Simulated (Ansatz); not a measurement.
**GeH4 + H2Se: molecular dynamics**

The plan is to follow the two partners and see whether they stay together, part or react. The start is relaxed first. Runs: 150 steps of 0.5 fs at constant energy, with velocities drawn for 100 K; 150 steps of 0.5 fs under a Langevin thermostat at 100 K. SMILES of the start: [GeH4].[SeH2].

Method: RKS PBE0/def2-TZVP, in Ansatz 0.2.0.

**1. Starting point**

Bond lengths: Ge1–H2 1.486 Å, Ge1–H3 1.488 Å, Ge1–H4 1.486 Å, Ge1–H5 1.483 Å, Se6–H7 1.435 Å, Se6–H8 1.440 Å. Angles: H2–Ge1–H3 109.2°, H2–Ge1–H4 109.2°, H2–Ge1–H5 108.8°, H3–Ge1–H4 109.9°, H3–Ge1–H5 110.0°, H4–Ge1–H5 109.8°, H7–Se6–H8 92.1°.

Coordinates:

```xyz
8

Ge   -0.0811   -0.0854   -1.5438
H     1.3787   -0.3633   -1.5360
H    -0.7722   -1.0763   -0.6756
H    -0.5906   -0.1919   -2.9356
H    -0.3080    1.2872   -1.0292
Se   -0.4809    0.0237    2.3251
H     0.0077    0.3739    3.6277
H     0.8464    0.0321    1.7674
```

**2. Relaxing the start**

Input file input.yaml:

```yaml
crystal:
  periodic: [false, false, false]
  atoms:
    - { symbol: Ge, position_ang: [-0.0811, -0.0854, -1.5438] }
    - { symbol: H, position_ang: [1.3787, -0.3633, -1.536] }
    - { symbol: H, position_ang: [-0.7722, -1.0763, -0.6756] }
    - { symbol: H, position_ang: [-0.5906, -0.1919, -2.9356] }
    - { symbol: H, position_ang: [-0.308, 1.2872, -1.0292] }
    - { symbol: Se, position_ang: [-0.4809, 0.0237, 2.3251] }
    - { symbol: H, position_ang: [0.0077, 0.3739, 3.6277] }
    - { symbol: H, position_ang: [0.8464, 0.0321, 1.7674] }
basis:
  gaussian: { orbitals: def2-TZVP }
hamiltonian:
  xc: pbe0
relax:
  f_tol: 0.02
  max_steps: 40
scf:
  lower_state_search: "off"
```

Run with:

```console
> ansatz run input.yaml --threads 2 --pin off --max-ram 3072MiB --backend cpu --events-out ev --progress --plain --runs-dir out
```

The program printed, shortened:

```text
Warning: RAYON_NUM_THREADS=2 ignored (pool sized by the plan → 2); use --threads N
[...]
Functional definition: PBE0
[...]
1077 factors; their error is unknown
[...]
mean field -121949.89582804 eV, -4481.5760110721 hartree, gradient 1.4e-6 eV, S^2 0.000000; 0 other end points of the search recorded, 0 dependent functions left out
[...]
reference -121949.89585891 eV, -4481.5760122066 hartree; 36, 36 occupied and 96, 96 virtual orbitals, 1077 factors
relax step   1: F+E_penalty+E_count = -121949.89582804 eV  Δ(F+E_penalty+E_count) = +0.000e0 eV  max|allowed force component| = 9.463e-1 eV/Å  Δτ_max = 0.0000 Å  (17 SCF iters, accepted)
[...]
relax step   5: F+E_penalty+E_count = -121950.02168702 eV  Δ(F+E_penalty+E_count) = -4.688e-4 eV  max|allowed force component| = 1.652e-2 eV/Å  Δτ_max = 0.0679 Å  (19 SCF iters, accepted)
[...]
relax step   6: F+E_penalty+E_count = -121950.02205259 eV  Δ(F+E_penalty+E_count) = -3.656e-4 eV  max|allowed force component| = 1.013e-2 eV/Å  Δτ_max = 0.0400 Å  (20 SCF iters, accepted)
Total energy: -121950.02208502 eV, -4481.5806509308 hartree
Atom 0 at    -0.085085    -0.082604    -1.764242 Å, force    -0.000223     0.004652     0.000586 eV/Å
Atom 1 at     1.423785    -0.364318    -1.747017 Å, force     0.001752     0.000227     0.001241 eV/Å
Atom 2 at    -0.796172    -1.079493    -0.838221 Å, force     0.000487     0.002183     0.000950 eV/Å
Atom 3 at    -0.617295    -0.241648    -3.194162 Å, force    -0.001395    -0.002038     0.002693 eV/Å
Atom 4 at    -0.343101     1.346862    -1.271559 Å, force    -0.000637    -0.001142    -0.003327 eV/Å
Atom 5 at    -0.486609    -0.000615     2.697388 Å, force     0.010131     0.001512     0.009809 eV/Å
Atom 6 at     0.040939     0.440555     3.993833 Å, force    -0.008504    -0.000203    -0.008246 eV/Å
Atom 7 at     0.863538    -0.018739     2.123979 Å, force    -0.001613    -0.005191    -0.003707 eV/Å
Dipole moment:     0.135941     0.040926     0.051403 e Å
Checks for a lower state left out: stability, starts, cluster_reference, orbital_swaps, neighbouring_geometries, increment
```

Run time: 20 s. Hardware: 2 threads of Arm Neoverse N1, shared host; peak memory 0.27 GiB.

Relaxation path:

```
step  energy from step 1 (eV)  largest force component (eV/Å)
   1                   0.0000                          0.9464
   2                  -0.1188                          0.1795
   3                  -0.1248                          0.0071
   4                  -0.1254                          0.0153
   5                  -0.1259                          0.0165
   6                  -0.1262                          0.0101
```

Step 1 is the start.

After: Bond lengths: Ge1–H2 1.535 Å, Ge1–H3 1.535 Å, Ge1–H4 1.534 Å, Ge1–H5 1.534 Å, Se6–H7 1.468 Å, Se6–H8 1.467 Å. Angles: H2–Ge1–H3 109.2°, H2–Ge1–H4 109.4°, H2–Ge1–H5 109.4°, H3–Ge1–H4 109.5°, H3–Ge1–H5 109.5°, H4–Ge1–H5 109.7°, H7–Se6–H8 91.0°.

**3. Run 1**

150 steps of 0.5 fs at constant energy, with velocities drawn for 100 K, from the relaxed start. H is given a mass of 2.014 u.

Input file input.yaml:

```yaml
crystal:
  periodic: [false, false, false]
  atoms:
    - { symbol: Ge, position_ang: [-0.085085, -0.082604, -1.764242] }
    - { symbol: H, position_ang: [1.423785, -0.364318, -1.747017] }
    - { symbol: H, position_ang: [-0.796172, -1.079493, -0.838221] }
    - { symbol: H, position_ang: [-0.617295, -0.241648, -3.194162] }
    - { symbol: H, position_ang: [-0.343101, 1.346862, -1.271559] }
    - { symbol: Se, position_ang: [-0.486609, -0.000615, 2.697388] }
    - { symbol: H, position_ang: [0.040939, 0.440555, 3.993833] }
    - { symbol: H, position_ang: [0.863538, -0.018739, 2.123979] }
basis:
  gaussian: { orbitals: def2-TZVP }
hamiltonian:
  xc: pbe0
md:
  timestep: 0.5
  n_steps: 150
  ensemble: nve
  temperature: 100.0
  initial_velocities: maxwell_boltzmann
  seed: 143042
  masses: [{ species: H, mass: 2.014 }]
scf:
  lower_state_search: "off"
```

Run with:

```console
> ansatz run input.yaml --threads 2 --pin off --max-ram 3072MiB --backend cpu --events-out ev --progress --plain --runs-dir out
```

The program printed, shortened:

```text
Warning: RAYON_NUM_THREADS=2 ignored (pool sized by the plan → 2); use --threads N
[...]
[... 1 set-up line as earlier in the session ...]
[...]
1077 factors; their error is unknown
[...]
mean field -121950.02205317 eV, -4481.5806497601 hartree, gradient 1.2e-6 eV, S^2 0.000000; 0 other end points of the search recorded, 0 dependent functions left out
[...]
reference -121950.02208561 eV, -4481.5806509523 hartree; 36, 36 occupied and 96, 96 virtual orbitals, 1077 factors
md step     0: t =     0.00 fs  T =   100.0 K  F+E_penalty+E_count = -121950.02205317 eV  E_kin = 0.077556 eV  conserved = -121949.94449717 eV  (17 SCF iters)
[...]
md step    18: t =     9.00 fs  T =    56.6 K  F+E_penalty+E_count = -121949.98834321 eV  E_kin = 0.043877 eV  conserved = -121949.94446631 eV  (21 SCF iters)
[...]
md step    36: t =    18.00 fs  T =    51.7 K  F+E_penalty+E_count = -121949.98456753 eV  E_kin = 0.040116 eV  conserved = -121949.94445164 eV  (20 SCF iters)
[...]
md step    54: t =    27.00 fs  T =    93.7 K  F+E_penalty+E_count = -121950.01715892 eV  E_kin = 0.072686 eV  conserved = -121949.94447259 eV  (20 SCF iters)
[...]
md step    72: t =    36.00 fs  T =    59.3 K  F+E_penalty+E_count = -121949.99041439 eV  E_kin = 0.045978 eV  conserved = -121949.94443687 eV  (20 SCF iters)
md step    73: t =    36.50 fs  T =    58.5 K  F+E_penalty+E_count = -121949.98984893 eV  E_kin = 0.045404 eV  conserved = -121949.94444527 eV  (20 SCF iters)
md step    74: t =    37.00 fs  T =    57.7 K  F+E_penalty+E_count = -121949.98917632 eV  E_kin = 0.044724 eV  conserved = -121949.94445267 eV  (20 SCF iters)
```

**4. More of the same log: dynamics from the start**

Output, continued, shortened:

```text
md step    75: t =    37.50 fs  T =    56.5 K  F+E_penalty+E_count = -121949.98828193 eV  E_kin = 0.043824 eV  conserved = -121949.94445811 eV  (20 SCF iters)
[...]
md step    94: t =    47.00 fs  T =    59.2 K  F+E_penalty+E_count = -121949.99035149 eV  E_kin = 0.045890 eV  conserved = -121949.94446178 eV  (21 SCF iters)
[...]
md step   113: t =    56.50 fs  T =    96.7 K  F+E_penalty+E_count = -121950.01948480 eV  E_kin = 0.075003 eV  conserved = -121949.94448160 eV  (20 SCF iters)
[...]
md step   132: t =    66.00 fs  T =    62.4 K  F+E_penalty+E_count = -121949.99282929 eV  E_kin = 0.048359 eV  conserved = -121949.94447073 eV  (20 SCF iters)
[...]
md step   149: t =    74.50 fs  T =    52.1 K  F+E_penalty+E_count = -121949.98483578 eV  E_kin = 0.040387 eV  conserved = -121949.94444839 eV  (20 SCF iters)
[...]
Total energy: -121949.98792711 eV, -4481.5793956507 hartree
Atom 0 at    -0.087490    -0.070153    -1.803511 Å, force     0.065757    -0.406495     0.496385 eV/Å
Atom 1 at     1.422894    -0.348580    -1.779791 Å, force     0.029730     0.159675    -0.182481 eV/Å
Atom 2 at    -0.651460    -1.010893    -0.723610 Å, force    -0.121802     0.005546    -0.028481 eV/Å
Atom 3 at    -0.706052    -0.473647    -3.143908 Å, force     0.019962     0.164177    -0.084228 eV/Å
Atom 4 at    -0.394190     1.360944    -1.357526 Å, force     0.005376     0.075033    -0.197710 eV/Å
Atom 5 at    -0.476837    -0.004962     2.717950 Å, force    -0.163635     0.137601     0.075882 eV/Å
Atom 6 at    -0.274227     0.832815     3.917962 Å, force     0.086157    -0.178699    -0.181527 eV/Å
Atom 7 at     0.878273    -0.555986     2.763596 Å, force     0.078455     0.043163     0.102161 eV/Å
Dipole moment:     0.116537     0.067593     0.067878 e Å
Checks for a lower state left out: stability, starts, cluster_reference, orbital_swaps, neighbouring_geometries, increment
```

Wall time 8.6 min (2 threads of Arm Neoverse N1, shared host); peak memory 0.27 GiB.

**5. The trajectory**

One step in 11; energies are changes from step 0:

```
time (fs)  T (K)  potential energy change (meV/atom)  total energy change (meV/atom)  closest contact of the partners (Å)
      0.0    100                                 0.0                            0.00                                 3.56
      5.5     66                                 3.4                            0.01                                 3.57
     11.0     44                                 5.4                            0.01                                 3.57
     16.5     38                                 6.0                            0.01                                 3.58
     22.0     70                                 2.9                            0.01                                 3.61
     27.5     96                                 0.4                            0.00                                 3.64
     33.0     69                                 3.0                            0.01                                 3.68
     38.5     53                                 4.6                            0.00                                 3.68
     44.0     39                                 5.9                            0.01                                 3.68
     49.5     68                                 3.1                            0.01                                 3.66
     55.0     92                                 0.8                            0.00                                 3.63
     60.5     78                                 2.1                            0.01                                 3.61
     66.0     62                                 3.7                            0.00                                 3.60
     71.5     33                                 6.5                            0.01                                 3.59
     75.0     56                                 4.3                            0.00                                 3.59
```

time (fs), T (K) and a bar:
```
      0.0        100 ##############################
      3.5         79 #####################
      6.5         63 ##############
     10.0         51 #########
     13.0         30 
     16.5         38 ###
     19.5         63 ##############
     23.0         72 ##################
     26.0         88 #########################
     29.5         94 ###########################
     32.5         73 ##################
     36.0         59 ############
     39.0         51 #########
     42.5         35 ##
     45.5         49 ########
     49.0         67 ################
     52.0         75 ###################
     55.5         94 ###########################
     58.5         92 ##########################
     62.0         71 #################
     65.0         66 ###############
     68.5         45 ######
     71.5         33 #
     75.0         56 ###########
```

**6. Frames from the trajectory**

Extended XYZ, with forces in eV/Å:

```xyz
8
time_fs=9.5 T=54 dE=0.0356
Ge   -0.086   -0.077   -1.774    0.045   -0.442    0.465
H     1.407   -0.427   -1.687    0.071    0.185   -0.196
H    -0.729   -1.085   -0.803   -0.162    0.026   -0.057
H    -0.644   -0.314   -3.178    0.029    0.122   -0.054
H    -0.356    1.322   -1.220    0.018    0.114   -0.154
Se   -0.487   -0.001    2.700    0.200    0.043    0.085
H     0.019    0.492    3.989   -0.120   -0.007   -0.008
H     0.898   -0.078    2.214   -0.080   -0.040   -0.082
8
time_fs=19.0 T=60 dE=0.0313
Ge   -0.086   -0.076   -1.778    0.028   -0.372    0.474
H     1.415   -0.416   -1.704   -0.012    0.191   -0.191
H    -0.723   -1.078   -0.792   -0.119    0.060   -0.084
H    -0.658   -0.337   -3.178    0.062    0.148    0.020
H    -0.361    1.335   -1.234    0.042   -0.024   -0.214
Se   -0.485   -0.002    2.703    0.045    0.022    0.051
H    -0.040    0.542    3.993   -0.043   -0.007   -0.022
H     0.909   -0.154    2.273   -0.003   -0.019   -0.035
8
time_fs=28.0 T=97 dE=0.0026
Ge   -0.086   -0.080   -1.777    0.001   -0.072    0.033
H     1.424   -0.336   -1.790    0.059   -0.020    0.004
H    -0.764   -1.053   -0.809   -0.004   -0.045    0.052
H    -0.652   -0.305   -3.179   -0.028    0.011   -0.098
H    -0.353    1.351   -1.321   -0.028    0.130    0.013
Se   -0.483   -0.002    2.706   -0.077   -0.066   -0.145
H    -0.113    0.591    3.992    0.120    0.012    0.027
H     0.915   -0.231    2.316   -0.043    0.050    0.114
8
time_fs=37.5 T=57 dE=0.0338
Ge   -0.085   -0.083   -1.776   -0.043    0.494   -0.480
H     1.443   -0.259   -1.877   -0.134   -0.176    0.201
H    -0.804   -1.038   -0.813    0.180    0.011    0.024
H    -0.650   -0.266   -3.203    0.005   -0.113    0.134
H    -0.352    1.395   -1.413   -0.008   -0.213    0.124
Se   -0.482   -0.002    2.708   -0.117    0.033    0.045
H    -0.147    0.639    3.990    0.065   -0.069   -0.127
H     0.920   -0.297    2.402    0.053    0.031    0.079
8
time_fs=47.0 T=59 dE=0.0317
Ge   -0.086   -0.082   -1.781   -0.075    0.330   -0.448
H     1.428   -0.253   -1.887    0.121   -0.191    0.180
H    -0.778   -1.025   -0.800    0.090   -0.068    0.096
H    -0.653   -0.275   -3.191   -0.081   -0.180   -0.061
H    -0.358    1.383   -1.449   -0.058    0.112    0.235
Se   -0.482   -0.003    2.710    0.127   -0.041   -0.032
H    -0.150    0.677    3.964   -0.034    0.047    0.062
H     0.934   -0.349    2.518   -0.091   -0.009   -0.033
8
time_fs=56.0 T=96 dE=0.0033
Ge   -0.087   -0.077   -1.789    0.045    0.072   -0.049
H     1.437   -0.315   -1.828   -0.123    0.038    0.005
H    -0.715   -1.031   -0.760    0.002    0.041   -0.047
H    -0.679   -0.347   -3.186    0.034   -0.025    0.091
H    -0.381    1.385   -1.403    0.041   -0.125    0.003
Se   -0.481   -0.004    2.712    0.113    0.157    0.281
H    -0.164    0.725    3.958   -0.154   -0.081   -0.186
H     0.924   -0.403    2.618    0.042   -0.078   -0.099
8
time_fs=65.5 T=64 dE=0.0277
Ge   -0.087   -0.071   -1.799    0.025   -0.411    0.444
H     1.417   -0.367   -1.767    0.093    0.177   -0.190
H    -0.653   -1.025   -0.731   -0.161    0.019   -0.050
H    -0.697   -0.433   -3.156    0.021    0.114   -0.055
H    -0.392    1.357   -1.351    0.021    0.100   -0.144
Se   -0.479   -0.004    2.715    0.059   -0.123   -0.154
H    -0.226    0.773    3.925    0.043    0.086    0.140
H     0.912   -0.483    2.689   -0.101    0.038    0.010
8
time_fs=75.0 T=56 dE=0.0342
Ge   -0.087   -0.070   -1.804    0.066   -0.406    0.496
H     1.423   -0.349   -1.780    0.030    0.160   -0.182
H    -0.651   -1.011   -0.724   -0.122    0.005   -0.029
H    -0.706   -0.474   -3.144    0.020    0.164   -0.084
H    -0.394    1.361   -1.357    0.005    0.075   -0.198
Se   -0.477   -0.005    2.718   -0.164    0.138    0.076
H    -0.274    0.833    3.918    0.086   -0.179   -0.181
H     0.878   -0.556    2.764    0.079    0.043    0.102
```

On run 1: The temperature starts at 100 K and averages 61 K in the second half, where it ranges from 33 to 97 K; a mean near half the start is what vibrations about a minimum give, since they share energy equally between motion and strain. The total energy strays from its start by at most 0.01 meV/atom, 0.2 % of the mean kinetic energy, which is good for a step of 0.5 fs. The bonds all hold. The partners' closest contact goes from 3.56 to 3.59 Å; so short a run doesn't show whether they stay bound.

**7. Run 2**

150 steps of 0.5 fs under a Langevin thermostat at 100 K, from the relaxed start.

Edit input.yaml of step 3 so:

```diff
@@ -18,7 +18,7 @@
   n_steps: 150
-  ensemble: nve
+  ensemble: nvt_langevin
   temperature: 100.0
   initial_velocities: maxwell_boltzmann
-  seed: 143042
-  masses: [{ species: H, mass: 2.014 }]
+  seed: 805962
+  friction: 0.005
 scf:
```

Run with:

```console
> ansatz run input.yaml --threads 2 --pin off --max-ram 3072MiB --backend cpu --events-out ev --progress --plain --runs-dir out
```

The program printed, shortened:

```text
Warning: RAYON_NUM_THREADS=2 ignored (pool sized by the plan → 2); use --threads N
[...]
[... 1 set-up line as earlier in the session ...]
[...]
1077 factors; their error is unknown
[...]
mean field -121950.02205317 eV, -4481.5806497601 hartree, gradient 1.2e-6 eV, S^2 0.000000; 0 other end points of the search recorded, 0 dependent functions left out
[...]
reference -121950.02208561 eV, -4481.5806509523 hartree; 36, 36 occupied and 96, 96 virtual orbitals, 1077 factors
md step     0: t =     0.00 fs  T =    87.5 K  F+E_penalty+E_count = -121950.02205317 eV  E_kin = 0.090482 eV  (17 SCF iters)
[...]
md step    18: t =     9.00 fs  T =    61.0 K  F+E_penalty+E_count = -121949.99671552 eV  E_kin = 0.063087 eV  (20 SCF iters)
[...]
md step    36: t =    18.00 fs  T =    60.3 K  F+E_penalty+E_count = -121949.98787030 eV  E_kin = 0.062364 eV  (20 SCF iters)
[...]
md step    54: t =    27.00 fs  T =    74.4 K  F+E_penalty+E_count = -121949.98506824 eV  E_kin = 0.076949 eV  (20 SCF iters)
[...]
md step    72: t =    36.00 fs  T =    73.6 K  F+E_penalty+E_count = -121950.00098317 eV  E_kin = 0.076120 eV  (20 SCF iters)
md step    73: t =    36.50 fs  T =    78.7 K  F+E_penalty+E_count = -121950.00427347 eV  E_kin = 0.081363 eV  (20 SCF iters)
md step    74: t =    37.00 fs  T =    77.8 K  F+E_penalty+E_count = -121950.00677741 eV  E_kin = 0.080465 eV  (20 SCF iters)
```

**8. More of the same log: dynamics from the start**

Output, continued, shortened:

```text
md step    75: t =    37.50 fs  T =    81.9 K  F+E_penalty+E_count = -121950.00810831 eV  E_kin = 0.084698 eV  (20 SCF iters)
[...]
md step    94: t =    47.00 fs  T =    99.3 K  F+E_penalty+E_count = -121949.99797104 eV  E_kin = 0.102711 eV  (20 SCF iters)
[...]
md step   113: t =    56.50 fs  T =    77.2 K  F+E_penalty+E_count = -121949.98232618 eV  E_kin = 0.079793 eV  (20 SCF iters)
[...]
md step   132: t =    66.00 fs  T =    63.0 K  F+E_penalty+E_count = -121949.97545677 eV  E_kin = 0.065176 eV  (20 SCF iters)
[...]
md step   149: t =    74.50 fs  T =    72.3 K  F+E_penalty+E_count = -121949.98731895 eV  E_kin = 0.074787 eV  (20 SCF iters)
[...]
md step   150: t =    75.00 fs  T =    78.6 K  F+E_penalty+E_count = -121949.99273890 eV  E_kin = 0.081255 eV  (20 SCF iters)
Total energy: -121949.99277149 eV, -4481.5795736783 hartree
Atom 0 at    -0.024297    -0.206907    -1.894183 Å, force     0.461707    -0.482029     0.340147 eV/Å
Atom 1 at     1.463300    -0.447253    -1.412011 Å, force    -0.705725     0.122795    -0.157869 eV/Å
Atom 2 at    -0.898064    -1.441072    -1.534866 Å, force     0.232562     0.209111    -0.095290 eV/Å
Atom 3 at     0.000103    -0.020659    -3.413876 Å, force    -0.056342     0.070819    -0.029799 eV/Å
Atom 4 at    -0.629128     1.005993    -1.177453 Å, force     0.067180     0.078175    -0.051661 eV/Å
Atom 5 at    -0.429414     0.047171     2.745889 Å, force    -0.102903    -0.066001    -0.017698 eV/Å
Atom 6 at    -0.080058     0.535148     4.079552 Å, force    -0.009075     0.013920     0.108561 eV/Å
Atom 7 at     0.755798     0.691536     2.186668 Å, force     0.112596     0.053210    -0.096391 eV/Å
Dipole moment:     0.103521     0.104433     0.047977 e Å
Checks for a lower state left out: stability, starts, cluster_reference, orbital_swaps, neighbouring_geometries, increment
```

It took 8.4 min on 2 threads of Arm Neoverse N1, shared host; peak memory 0.26 GiB.

(Part 1 of 2 ends here.)
